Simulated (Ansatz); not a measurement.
Crystal: Na3Cl2.

```
Cl Na
1.0
     1.75995  -10.17026    0.00000
     1.75995   10.17026    0.00000
     0.00000    0.00000    3.52764
Cl Na
2 3
Cartesian
  1.7600 8.4088 1.7638
  1.7600 -8.4088 1.7638
  1.7600 -3.4373 0.0000
  1.7600 3.4373 0.0000
  1.7600 0.0000 0.0000
```

The cell comes from a database or a generator and needn't be the stable form of this composition.

Base run:

| Quantity | Value |
| --- | --- |
| Program | Ansatz 0.2.0 |
| Functional | PBEsol |
| Potentials or basis | Ansatz PAW |
| Cutoff | 420 eV (not typed: the program's choice for these potentials) |
| k mesh | 8 × 8 × 8 |
| Occupations | fermi-dirac, width 0.05 eV |
| Spin | no spin polarisation |

Its results: band gap on the k mesh none (metal or under the smearing width); pressure -0.8 GPa; largest force 0.062 eV/Å.

Question: After a change of settings the same cell gave: band gap on the k mesh none (metal or under the smearing width); pressure 1.2 GPa; largest force 0.048 eV/Å. Which change was it?
A. functional from PBEsol to revPBE
B. functional from PBEsol to LDA
C. functional from PBEsol to r2SCAN; cutoff from 420 eV (not typed: the program's choice for these potentials) to 500 eV (not typed: the program's choice for these potentials)

Answer: A.

revPBE binds less tightly than PBEsol, so the same cell stands under more pressure.

Caveats: an odd number of electrons without spin polarisation forces a metal; a magnetic or distorted state may lie lower; the PAW data sets come from PBE, with cores solved anew for the run's functional, which leaves a small shift of forces and pressure.

Runs at the PBE level aren't shown here.
